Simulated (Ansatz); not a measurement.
**C2H4BF3O: a ladder of functionals and wavefunction methods**

An exercise on one series of results from a longer session: the logs are not shown, and one member is left open.

Method: functionals in def2-TZVPP, the program's frozen cores in correlated methods; program: Ansatz 0.2.0, Gaussian basis.

The runs, in order: LDA (SPW92), PBE-D4, revPBE-D4, BLYP-D4, r2SCAN-D4, B97M-V, PBE0-D4, B3LYP-D4, r2SCANh-D4, r2SCAN0-D4, HSE06-D4, BHLYP-D4, CAM-B3LYP-D4, LC-ωPBE, ωB97X-V, ωB97M-V, B2PLYP, PBE-QIDH; CCSD(T)/def2-SVP; CCSD(T)/def2-TZVPP; MP2/def2-QZVPP; extrapolation to the limit; RPA on PBE.

## The geometry

All runs share one geometry, relaxed beforehand with PBE0-D4 in a triple-zeta def2 set.

SMILES `BOCC(F)(F)F`, 11 atoms, charge 0, spin multiplicity 1.

Atoms are counted from 1 here; the program's logs count them from 0.

Bond lengths: B1–O2 1.347 Å, B1–H8 1.201 Å, B1–H9 1.193 Å, O2–C3 1.400 Å, C3–C4 1.515 Å, C3–H10 1.094 Å, C3–H11 1.092 Å, C4–F5 1.332 Å, C4–F6 1.336 Å, C4–F7 1.338 Å. Angles: O2–B1–H8 119.8°, O2–B1–H9 116.5°, H8–B1–H9 123.6°, B1–O2–C3 121.8°, O2–C3–C4 110.0°, O2–C3–H10 112.0°, O2–C3–H11 109.4°, C4–C3–H10 107.8°, C4–C3–H11 107.8°, H10–C3–H11 109.7°, C3–C4–F5 112.2°, C3–C4–F6 111.5°, C3–C4–F7 109.4°, F5–C4–F6 107.7°, F5–C4–F7 108.0°, F6–C4–F7 107.9°.

Geometry (Å):

| atom | x (Å) | y (Å) | z (Å) |
| --- | --- | --- | --- |
| B1 | -0.1705 | -1.2090 | 1.5568 |
| O2 | 0.5986 | -0.3525 | 0.8569 |
| C3 | 0.4492 | -0.1872 | -0.5253 |
| C4 | -0.1237 | 1.1825 | -0.8250 |
| F5 | 0.6555 | 2.1641 | -0.3733 |
| F6 | -1.3323 | 1.3394 | -0.2775 |
| F7 | -0.2497 | 1.3310 | -2.1492 |
| H8 | -0.9823 | -1.8855 | 0.9864 |
| H9 | 0.0171 | -1.2538 | 2.7345 |
| H10 | -0.2239 | -0.9340 | -0.9571 |
| H11 | 1.4273 | -0.2519 | -1.0065 |

The first run:

in.yaml reads:

```yaml
crystal:
  periodic: [false, false, false]
  atoms:
    - {symbol: B, position_ang: [-0.170504, -1.208951, 1.556791]}
    - {symbol: O, position_ang: [0.598583, -0.352498, 0.856874]}
    - {symbol: C, position_ang: [0.449238, -0.187191, -0.525306]}
    - {symbol: C, position_ang: [-0.123676, 1.182518, -0.825001]}
    - {symbol: F, position_ang: [0.655465, 2.164086, -0.373345]}
    - {symbol: F, position_ang: [-1.332282, 1.339411, -0.277517]}
    - {symbol: F, position_ang: [-0.249727, 1.330957, -2.149209]}
    - {symbol: H, position_ang: [-0.982267, -1.885497, 0.986391]}
    - {symbol: H, position_ang: [0.017141, -1.253771, 2.734479]}
    - {symbol: H, position_ang: [-0.223914, -0.933951, -0.957095]}
    - {symbol: H, position_ang: [1.427343, -0.251915, -1.006463]}
basis:
  gaussian: {orbitals: def2-TZVPP}
hamiltonian: {xc: lda}
output: {orbitals: {seedname: orbitals}}
```

Started as:

```console
ansatz run in.yaml --threads 4 --pin off --events-out ev --progress --plain --max-ram 11315MiB
```

Among the steps run: LDA; PBE-D4 (GGA); revPBE-D4 (GGA); BLYP-D4 (GGA); r2SCAN-D4 (meta-GGA); B97M-V (meta-GGA); B3LYP-D4 (hybrid); r2SCANh-D4 (hybrid); r2SCAN0-D4 (hybrid); HSE06-D4 (hybrid); BHLYP-D4 (hybrid); CAM-B3LYP-D4 (range-separated); LC-ωPBE (range-separated); ωB97X-V (range-separated); ωB97M-V (range-separated); B2PLYP (double hybrid); PBE-QIDH (double hybrid).

One of the session's tables, all rows but one given; the rest of the session is left out.

It belongs to the step «Orbital energies across the functionals». 

```
  functional  HOMO (eV)  gap (eV)
 LDA (SPW92)      -7.72      5.62
      PBE-D4      -7.65      5.85
   revPBE-D4      -7.61      5.92
     BLYP-D4      -7.60      5.91
   r2SCAN-D4      -8.00      6.58
      B97M-V      -8.12      6.56
     PBE0-D4          ?         ?
    B3LYP-D4      -8.98      7.91
  r2SCANh-D4      -8.57      7.49
  r2SCAN0-D4      -9.41      8.84
    HSE06-D4      -8.77      7.58
    BHLYP-D4     -10.68     10.82
CAM-B3LYP-D4     -10.68     10.91
     LC-ωPBE     -12.03     13.52
     ωB97X-V     -11.69     13.05
     ωB97M-V     -11.55     12.61
```

Q: Estimate the row for PBE0-D4 from the others.

**Answer.** HOMO (eV): -9.18; gap (eV): 8.37. In the column «HOMO (eV)» it lies between r2SCAN0-D4 (-9.41) and B3LYP-D4 (-8.98).
